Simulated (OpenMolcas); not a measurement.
**doublet [InCNF2]−: levels of theory compared**

Wanted: a comparison of 6 runs (UHF/STO-3G, UHF/def2-SVPD, U-r2SCAN/def2-SVPD, UM06-2X/def2-SVPD, UM06-L/def2-SVPD, UPBE/def2-SVPD) of doublet [InCNF2]−. 

The results are computed with OpenMolcas 26.06.

## 1. Starting point

[InCNF2]−: 5 atoms, total charge -1, spin state doublet. As SMILES of the parent species, `N#[C][In]([F])[F]`. Geometry: relaxed at PBE0-D4/def2-TZVP. That shape belongs to the parent species and isn't relaxed for this state.

Bond lengths: N1–C2 1.152 Å, C2–In3 2.072 Å, In3–F4 1.919 Å, In3–F5 1.919 Å. Angles: N1–C2–In3 180.0°, C2–In3–F4 123.5°, C2–In3–F5 123.5°, F4–In3–F5 112.9°.

## 2. The energy at UHF/STO-3G (run 1)

calc.inp reads:

```
&GATEWAY
BasLib
$CurrDir
Coord
5
angstrom
N        1.298000      -1.592200       1.589600
C        0.724900      -0.890300       0.878600
In      -0.306000       0.372300      -0.400300
F       -1.872100      -0.154800      -1.375500
F        0.205100       2.191400      -0.733700
Basis
STO-3G
Group
NoSym
&SEWARD
&SCF
UHF
Charge
-1
Spin
2
Thresholds
1e-10 1e-07 1e-07 1e-05
PrOrbitals
1
```

The basis set STO-3G is read from a file made from the Basis Set Exchange's data (not shown).

The run is started by

```bash
$ export MOLCAS_MEM=1860
$ pymolcas calc.inp > calc.log
```

The program printed:

```text
--- Start Module: gateway ---
[...]
--- Stop Module: gateway /rc=_RC_ALL_IS_WELL_ ---
--- Start Module: seward ---
[...]
      Basis functions           47
--- Stop Module: seward /rc=_RC_ALL_IS_WELL_ ---
--- Start Module: scf ---
[...]
       Convergence after  25 Iterations
[...]
::    Total SCF energy                              -5969.9459570849
[...]
      Total spin, S                                     0.5619485066
[...]
      Total electronic charge=   81.000000
      Total            charge=   -1.000000
[...]
      Dipole Moment (debye):
      Origin of the operator (angstrom)=   -0.2233    0.2710   -0.2977
                   X= -1.3326E+00               Y=  1.6322E+00               Z= -1.6530E+00           Total=  2.6781E+00
      Center of Charge (angstrom)
[...]
--- Stop Module: scf /rc=_RC_ALL_IS_WELL_ ---
[...]
```

Wall time 3.3 s (1 thread of Arm Neoverse V1, shared host); peak memory 0.38 GiB.

## 3. A single-point energy at UHF/def2-SVPD (core potential) (run 2)

run.input reads:

```
* CF2InN Hartree-Fock
>>> EXPORT MOLCAS_PRINT=2

&GATEWAY
 BasLib
 $CurrDir
 Coord
 5
 angstrom
 N        1.298000      -1.592200       1.589600
 C        0.724900      -0.890300       0.878600
 In      -0.306000       0.372300      -0.400300
 F       -1.872100      -0.154800      -1.375500
 F        0.205100       2.191400      -0.733700
 Basis
 def2-SVPD
 Group
 NoSym

&SEWARD

&SCF
 UHF
 Charge
 -1
 Spin
 2
 Thresholds
 1e-10 1e-07 1e-07 1e-05
 PrOrbitals
 0
```

The basis set def2-SVPD is read from a file made from the Basis Set Exchange's data (not shown).

The run is started by

```bash
$ export MOLCAS_MEM=1860
$ pymolcas run.input > run.log
```

The program printed:

```text
--- Start Module: gateway ---
[...]
--- Stop Module: gateway /rc=_RC_ALL_IS_WELL_ ---
--- Start Module: seward ---
[...]
      Basis functions          118
--- Stop Module: seward /rc=_RC_ALL_IS_WELL_ ---
[...]
--- Start Module: scf ---
[...]
       Convergence after  34 Iterations
[...]
::    Total SCF energy                               -480.2380662355
[...]
      Total spin, S                                     0.5370439325
[...]
      Total electronic charge=   53.000000
      Total            charge=   -1.000000
[...]
      Dipole Moment (debye):
      Origin of the operator (angstrom)=   -0.2233    0.2710   -0.2977
                   X= -1.1782E+00               Y=  1.4455E+00               Z= -1.4703E+00           Total=  2.3748E+00
      Center of Charge (angstrom)
[...]
--- Stop Module: scf /rc=_RC_ALL_IS_WELL_ ---
[...]
```

Run time: 35 s. Hardware: 1 thread of Arm Neoverse V1, shared host; peak memory 0.74 GiB.

## 4. The energy at U-r2SCAN/def2-SVPD (core potential) (run 3)

run.inp reads:

```
&GATEWAY
  BasLib=$CurrDir
  Coord
  5
  angstrom
  N        1.298000      -1.592200       1.589600
  C        0.724900      -0.890300       0.878600
  In      -0.306000       0.372300      -0.400300
  F       -1.872100      -0.154800      -1.375500
  F        0.205100       2.191400      -0.733700
  Basis=def2-SVPD
  Group=NoSym

&SEWARD
  GridInput
  Grid=UltraFine
  End of Grid

&SCF
  UHF
  Charge=-1
  Spin=2
  KSDFT=2
  1.0 MGGA_X_R2SCAN
  1.0 MGGA_C_R2SCAN
  Thresholds=1e-10 1e-07 1e-07 1e-05
  PrOrbitals=1
```

The basis set def2-SVPD is read from a file made from the Basis Set Exchange's data (not shown).

The run is started by

```bash
$ export MOLCAS_MEM=1860
$ pymolcas run.inp > run.log
```

The program printed:

```text
--- Start Module: gateway ---
[...]
--- Stop Module: gateway /rc=_RC_ALL_IS_WELL_ ---
--- Start Module: seward ---
[...]
      Basis functions          118
--- Stop Module: seward /rc=_RC_ALL_IS_WELL_ ---
[...]
--- Start Module: scf ---
[...]
       Convergence after  37 Iterations
[...]
::    Total KS-DFT energy                            -482.4640938785
[...]
      Total spin, S                                     0.5019291344
[...]
      Dipole Moment (debye):
      Origin of the operator (angstrom)=   -0.2233    0.2710   -0.2977
                   X=  2.3200E-02               Y= -3.0017E-02               Z=  3.4622E-02           Total=  5.1361E-02
      Center of Charge (angstrom)
[...]
--- Stop Module: scf /rc=_RC_ALL_IS_WELL_ ---
[...]
```

Wall time 3.1 min (1 thread of Arm Neoverse V1, shared host); peak memory 0.74 GiB.

Runs 4 to 5 aren't shown in full; the table further down has their settings and results.

## 5. The energy at UPBE/def2-SVPD (core potential) (run 6)

test.inp reads:

```
&gateway
 baslib
 $CurrDir
 basisset
 N.def2-SVPD....
 N1 1.298000 -1.592200 1.589600 angstrom
 End of Basis
 basisset
 C.def2-SVPD....
 C2 0.724900 -0.890300 0.878600 angstrom
 End of Basis
 basisset
 In.def2-SVPD....
 In3 -0.306000 0.372300 -0.400300 angstrom
 End of Basis
 basisset
 F.def2-SVPD....
 F4 -1.872100 -0.154800 -1.375500 angstrom
 F5 0.205100 2.191400 -0.733700 angstrom
 End of Basis

&seward
 gridinput
 Grid=UltraFine
 End of Grid

&scf
 uhf
 charge
 -1
 spin
 2
 ksdft
 PBE
 thresholds
 1e-10 1e-07 1e-07 1e-05
 prorbitals
 1 1
```

The basis set def2-SVPD is read from a file made from the Basis Set Exchange's data (not shown).

The run is started by

```bash
$ export MOLCAS_MEM=1860
$ pymolcas test.inp > test.log
```

The program printed:

```text
--- Start Module: gateway ---
[...]
--- Stop Module: gateway /rc=_RC_ALL_IS_WELL_ ---
--- Start Module: seward ---
[...]
      Basis functions          118
--- Stop Module: seward /rc=_RC_ALL_IS_WELL_ ---
[...]
--- Start Module: scf ---
[...]
       Convergence after  33 Iterations
[...]
::    Total KS-DFT energy                            -482.2451426168
[...]
      Total spin, S                                     0.5006878248
[...]
      Total electronic charge=   53.000000
      Total            charge=   -1.000000
[...]
      Dipole Moment (debye):
      Origin of the operator (angstrom)=   -0.2233    0.2710   -0.2977
                   X=  8.4140E-02               Y= -1.0351E-01               Z=  1.0607E-01           Total=  1.7043E-01
      Center of Charge (angstrom)
[...]
--- Stop Module: scf /rc=_RC_ALL_IS_WELL_ ---
[...]
```

It took 1.9 min on 1 thread of Arm Neoverse V1, shared host; peak memory 0.74 GiB.

## 6. Overview of the runs

| run | level | integration grid | energy (Eh) | HOMO energy (eV) | LUMO energy (eV) | ⟨S²⟩ | wall time |
| --- | --- | --- | --- | --- | --- | --- | --- |
| 1 | UHF/STO-3G | – | -5969.945957 | 4.48 | 13.73 | 0.878 | 3.3 s |
| 2 | UHF/def2-SVPD (core potential) | – | -480.238066 | -0.74 | 4.01 | 0.825 | 35 s |
| 3 | U-r2SCAN/def2-SVPD (core potential) | UltraFine | -482.464094 | 1.29 | 1.47 | 0.754 | 3.1 min |
| 4 | UM06-2X/def2-SVPD (core potential) | UltraFine | -482.361701 | 0.19 | 1.72 | 0.755 | 2.3 min |
| 5 | UM06-L/def2-SVPD (core potential) | UltraFine | -482.624424 | 1.82 | 1.93 | 0.753 | 2.5 min |
| 6 | UPBE/def2-SVPD (core potential) | UltraFine | -482.245143 | 1.38 | 1.54 | 0.751 | 1.9 min |

## 7. What came out

| quantity | value |
| --- | --- |
| run 6: total energy | -482.24514 Eh |
| run 6: HOMO energy (highest over α and β) | 1.38 eV |
| run 6: LUMO energy (lowest over α and β) | 1.54 eV |
| run 6: ⟨S²⟩ | 0.751 |

**Reading.** Totals of different functionals can't be ranked against each other. Some runs of one species differ in core potentials or relativity; totals across that change don't compare. In runs 1, 3, 4, 5, 6 the HOMO lies above zero, so the outermost electron may be held by the basis alone. In run 1 the basis is minimal, so the values are rough. In run 1 relativity is left out where basis or elements ask for it. Spin contamination of the reference: run 1 ⟨S²⟩ = 0.88. All runs together took 10 min, the longest 3.1 min.
